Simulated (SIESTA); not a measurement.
TaMo2C3:

```
Ta Mo C
1.0
     3.11664    0.00000    0.00000
    -1.55832    2.69909    0.00000
     0.00000    0.00000    7.68632
Ta Mo C
1 2 3
Direct
  0.00000 0.00000 0.00000
  0.66667 0.33333 0.33077
  0.33333 0.66667 0.66923
  0.66667 0.33333 0.83208
  0.33333 0.66667 0.16792
  0.00000 0.00000 0.50000
```

The cell comes from a database or a generator and needn't be the stable form of this composition.

- Program: SIESTA 5.4.2
- Task: single point
- Functional: PBEsol
- Potentials or basis: PseudoDojo 0.4 standard (PBEsol files)
- Basis: DZP (energy shift 0.003 Ry; two zetas on semicore shells)
- Grid cutoff: 800 Ry
- Energy shift: 0.003 Ry
- k mesh: 10 × 10 × 4
- Occupations: fermi-dirac, width 0.05 eV
- Spin: no spin polarisation

On this cell: pressure -5.9 GPa; largest force 0.065 eV/Å; band gap on the k mesh none (metal or under the smearing width).

The same run follows on a disturbed copy (atoms moved at random, drawn with an rms of 0.05 Å):

```
CELL_PARAMETERS angstrom
3.11664 0.00000 0.00000
-1.55832 2.69909 0.00000
0.00000 0.00000 7.68632
ATOMIC_POSITIONS crystal
Ta 0.98833 0.97848 0.00187
Mo 0.68113 0.34611 0.33050
Mo 0.34543 0.66955 0.67153
C 0.65303 0.34414 0.83638
C 0.34322 0.65935 0.16683
C 0.00524 0.99406 0.49434
```

Q: What changes?

A: The energy (extrapolated to zero smearing) moves by +19.2 meV/atom; pressure -4.7 GPa; largest force 1.456 eV/Å; band gap on the k mesh none (metal or under the smearing width).

Forces on the atoms (eV/Å):
```
Ta   0.012  0.670  0.019
Mo   0.104 -0.274 -0.081
Mo  -0.386  0.108 -0.219
C    0.996 -0.849 -0.637
C   -0.611  0.067  0.217
C   -0.113  0.279  0.700
```

Stress tensor (GPa, compression positive):
```
-4.87  0.25 -0.16
 0.25 -4.27  0.09
-0.16  0.09 -5.07
```

Caveats: short orbitals over semicore shells can move pressures by several GPa; the basis of atomic orbitals isn't converged, which shifts pressures, moduli and gaps.
